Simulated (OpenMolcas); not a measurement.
**Mn⁴⁺ with 4 ligands (fluoride): CASSCF and CASPT2 levels and susceptibility**

Aim: the ligand-field states of Mn⁴⁺ in this surrounding, its lowest levels with spin-orbit coupling and its magnetic susceptibility.

The numbers are computed with OpenMolcas 26.06 (state-averaged CASSCF and CASPT2, spin-orbit coupling by RASSI with atomic mean-field integrals), except any that are marked as measured or tabulated.

## Step 1: What is computed

- Species: Mn⁴⁺ (manganese, Z = 25, 21 electrons)
- Basis: ANO-RCC-VDZP [5s4p2d1f], 90 functions with the ligands
- Scalar Hamiltonian: DKH2, point nucleus
- Inactive shells: 1s 2s 2p 3s 3p of the metal, and all ligand shells
- Active space: 3 electrons in 5 orbitals (3d)
- Some configurations of this space: 3d3
- Orbitals: optimised for each spin and parity, averaged over all roots

The outer shells:

3d3
```
3d [↑ ][↑ ][↑ ][  ][  ]
```

Mn⁴⁺ is taken with 4 ligands (fluoride) in tetrahedron coordination (Td) at 1.68 Å. Ligand basis ANO-RCC-VDZP. The distances are assumed, not relaxed.

```xyz
5

Mn    0.0000    0.0000    0.0000
F     0.9699    0.9699    0.9699
F     0.9699   -0.9699   -0.9699
F    -0.9699    0.9699   -0.9699
F    -0.9699   -0.9699    0.9699
```

Each step is its own input file, run in one work folder so that later steps find the files of earlier ones. Labels, J, g values, rates, χT and fits are worked out afterwards by a script from the matrices that RASSI stores.

## Step 2: Basis and integrals

File a.inp:

```
&GATEWAY
Coord
5

Mn 0.0 0.0 0.0
F 0.969948 0.969948 0.969948
F 0.969948 -0.969948 -0.969948
F -0.969948 0.969948 -0.969948
F -0.969948 -0.969948 0.969948
Basis=Mn.ANO-RCC-VDZP,F.ANO-RCC-VDZP
Group=NoSym
NoMove
AngMom=0.0 0.0 0.0
AMFI
RICD
&SEWARD
```

Started as:

```console
OMP_NUM_THREADS=1 MOLCAS_MEM=2457 MOLCAS_PROJECT=a pymolcas a.inp > a.log
```

## Step 3: CASSCF: quartets, 10 roots

File a.inp:

```
&RASSCF
FileOrb=start.orb
Symmetry=1
Spin=4
nActEl=3 0 0
Inactive=29
Ras2=5
CIRoot=10 10 1
SDav=10
CIMx=300
Iter=150 100
PrWF=0.3
OrbListing=Nothing
MaxOrb=0
LevShft=1.0
>>> COPY $Project.JobIph JOB001
```

start.orb holds start orbitals that the driver prepared beforehand, or those of the step before.

## Step 4: CASSCF: doublets, 40 roots

File a.inp:

```
&RASSCF
FileOrb=start.orb
Symmetry=1
Spin=2
nActEl=3 0 0
Inactive=29
Ras2=5
CIRoot=40 40 1
SDav=40
CIMx=300
Iter=150 100
PrWF=0.3
OrbListing=Nothing
MaxOrb=0
LevShft=1.0
>>> COPY $Project.JobIph JOB002
```

## Step 5: State interaction with spin-orbit coupling

File a.inp:

```
&RASSI
NrOfJobIphs=2 10 40
1 2 3 4 5 6 7 8 9 10
1 2 3 4 5 6 7 8 9 10 11 12 13 14 15 16 17 18 19 20 21 22 23 24 25 26 27
28 29 30 31 32 33 34 35 36 37 38 39 40
IphNames
JOB001
JOB002
EJob
SpinOrbit
DIPRint=1.0
SOCoupling=1000.0
Subsets=2
Property=9
'ANGMOM' 1 'ANGMOM' 2 'ANGMOM' 3 'MLTPL  1' 1 'MLTPL  1' 2 'MLTPL  1' 3
'AMFI' 1 'AMFI' 2 'AMFI' 3
SOProperty=3
'ANGMOM' 1 'ANGMOM' 2 'ANGMOM' 3
```

## Step 6: CASPT2: IPEA 0.25, imaginary shift 0.1 (closed shells correlated: 3s 3p of the metal, with ligand shells; the Frozen line counts the rest)

File a.inp:

```
>>> COPY JOB001 $Project.JobIph
&CASPT2
Multistate=10 1 2 3 4 5 6 7 8 9 10
NoMult
Frozen=9
IPEA=0.25
Imaginary=0.1
MaxIter=60
WThr=0.0 0.3 0.05
PrWF=0.5
NoMix
>>> COPY JOB002 $Project.JobIph
&CASPT2
Multistate=40 1 2 3 4 5 6 7 8 9 10 11 12 13 14 15 16 17 18 19 20 21 22
23 24 25 26 27 28 29 30 31 32 33 34 35 36 37 38 39 40
NoMult
Frozen=9
IPEA=0.25
Imaginary=0.1
MaxIter=60
WThr=0.0 0.3 0.05
PrWF=0.5
NoMix
```

(Steps that only read results are left out.)

What does the calculation give? Wanted: spin-free ground state; first state of the same spin within the active space; lowest level; next level.

The runs gave:

```
                                            quantity                                                                                                                                          value
                                              method  SS-CASPT2, IPEA 0.25, imaginary shift 0.1 (closed shells correlated: 3s 3p of the metal, with ligand shells; the Frozen line counts the rest)
                              spin-free ground state                                                                                                                4T1, 3-fold in its orbital part
first state of the same spin within the active space                                                                                                                              4T2 at 12200 cm⁻¹
                                        lowest level                                                                                                                                      4-fold Γ8
                                          next level                                                                                                                                      76.5 cm⁻¹
                                         χT at 300 K                                                                                                                                 1.35 cm³ K/mol
                           effective moment at 300 K                                                                                                                                        3.28 μB
```

Cost by method:

```
                                              method  time of its own steps  time with the reference
                                           A. CASSCF                   17 s                     17 s
B. SS-CASPT2, IPEA 0.25, imaginary shift 0.1, +3s 3p                   91 s                  1.8 min
```

Times are of one thread on a shared host.

The spin-free ground state (4T1) is 3-fold and keeps the highest spin of the shell. χT at 300 K is 1.35, against 1.88 cm³ K/mol for the spin alone, so spin-orbit coupling lowers it. A ligand-field fit to the states below 45000 cm-1 gives 10Dq = -12758 cm-1, B = 687 cm-1 and C = 2244 cm-1 (C/B = 3.27), with a deviation of 1190 cm-1. CASPT2 does not keep the components of a term degenerate, and the means are used. The bonds are covalent and no ligand orbital is active, so the numbers are rough.
